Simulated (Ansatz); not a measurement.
# CH4N2Si: the cost of one run

The runs use Ansatz 0.2.0, Gaussian basis; the settings change from run to run.

**1. The geometry**

An earlier PBE0-D4 in a triple-zeta def2 set relaxation fixed the geometry.

SMILES `C1=N[SiH2]N1`, 8 atoms, charge 0, spin multiplicity 1.

Atoms are counted from 1 here; the program's logs count them from 0.

Bond lengths: C1–N2 1.294 Å, C1–N4 1.388 Å, C1–H5 1.094 Å, N2–Si3 1.761 Å, Si3–N4 1.768 Å, Si3–H6 1.482 Å, Si3–H7 1.483 Å, N4–H8 1.005 Å. Angles: N2–C1–N4 113.0°, N2–C1–H5 125.5°, N4–C1–H5 121.5°, C1–N2–Si3 85.4°, N2–Si3–N4 78.7°, N2–Si3–H6 116.1°, N2–Si3–H7 118.9°, N4–Si3–H6 114.6°, N4–Si3–H7 115.4°, H6–Si3–H7 110.1°, C1–N4–Si3 82.5°, C1–N4–H8 124.1°, Si3–N4–H8 142.9°.

**2. PBE0-DH/cc-pVTZ-DK**

Input file in.yaml:

```yaml
crystal:
  periodic: [false, false, false]
  atoms:
    - {symbol: C, position_ang: [0.215992, -0.676935, -0.906657]}
    - {symbol: N, position_ang: [1.278296, -0.621054, -0.169555]}
    - {symbol: Si, position_ang: [0.344369, 0.473503, 0.845683]}
    - {symbol: N, position_ang: [-0.780620, 0.194880, -0.489373]}
    - {symbol: H, position_ang: [0.085697, -1.314262, -1.786785]}
    - {symbol: H, position_ang: [-0.101800, -0.068814, 2.151238]}
    - {symbol: H, position_ang: [0.806095, 1.873319, 1.005944]}
    - {symbol: H, position_ang: [-1.755930, 0.082263, -0.706195]}
basis:
  gaussian: {orbitals: cc-pVTZ-DK}
hamiltonian: {xc: {name: PBE0-DH}}
output: {forces: true}
```

Started as:

```bash
> ansatz run in.yaml --threads 2 --pin off --events-out ev --progress --plain --max-ram 4352MiB
```

What time and memory should one allow on 2 threads of Arm Neoverse V2, shared host?

About 9 s, with a peak of 0.56 GiB.
